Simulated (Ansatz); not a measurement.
# CsSc: the cost of one run

Computed with Ansatz 0.2.0 (DFT PBE, scalar-relativistic, plane waves, PAW, unless a step's input says otherwise).

## 1. The starting structure

It takes space group P6/mmm (No. 191, hexagonal). The conventional cell has a = 6.426 Å, b = 6.426 Å, c = 5.185 Å, α = 90.00°, β = 90.00°, γ = 120.00°. Cs (site symmetry mmm) has 6 Sc at 3.19 to 3.21 Å and 4 Cs at 3.21 Å as nearest neighbours. Sc (site symmetry 6/mmm) is surrounded by 6 Cs at 3.21 Å. Around Sc (site symmetry -6m2) lie 6 Cs at 3.19 Å.

As a file:

```xyz
6
Lattice="6.4262 0.0000 0.0000 -3.2131 5.5653 0.0000 0.0000 0.0000 5.1848" Properties=species:S:1:pos:R:3 pbc="T T T"
Cs    3.2131    0.0000    0.0000
Cs    1.6066    2.7826    0.0000
Cs   -1.6066    2.7826    0.0000
Sc    0.0000    0.0000    0.0000
Sc    0.0000    3.7102    2.5924
Sc    3.2131    1.8551    2.5924
```

This is candidate A: CoSn type (P6/mmm, No. 191).

(A quick probe on a coarse mesh, which set the mesh and smearing, is not shown.)

## 3. A loose first relaxation (candidate A)

input.yaml

```yaml
crystal:
  lattice:
    - [6.4262069464, 0.0, 0.0]
    - [-3.2131034732, 5.5652584656, 0.0]
    - [0.0, 0.0, 5.1847806045]
  atoms:
    - { symbol: Cs, position: [0.5, 0.0, 0.0] }
    - { symbol: Cs, position: [0.5, 0.5, 0.0] }
    - { symbol: Cs, position: [0.0, 0.5, 0.0] }
    - { symbol: Sc, position: [0.0, 0.0, 0.0] }
    - { symbol: Sc, position: [0.3333333333, 0.6666666667, 0.5] }
    - { symbol: Sc, position: [0.6666666667, 0.3333333333, 0.5] }
basis:
  ecutwfc: 420
kpoints:
  mp_grid: { grid: [3, 3, 4] }
hamiltonian:
  xc: pbe
scf:
  occupations: { method: gaussian, width: 0.1 }
  lower_state_search: "off"
output:
  forces: true
  stress: true
  eigenvalues: true
relax:
  adjacent_minimum: "off"
  f_tol: 0.04
  max_steps: 70
  cell: { stress_tol: 0.4 }
```

The run is started by

```console
> ansatz run input.yaml --threads 1 --pin off --max-ram 2560MiB --backend cpu --events-out ev --progress --plain --runs-dir out
```

**Question.** How long does this run take on 1 thread of Intel Xeon 6975P-C (Granite Rapids), shared host, and how much memory does it need?

About 42 s, with a peak of 0.59 GiB.
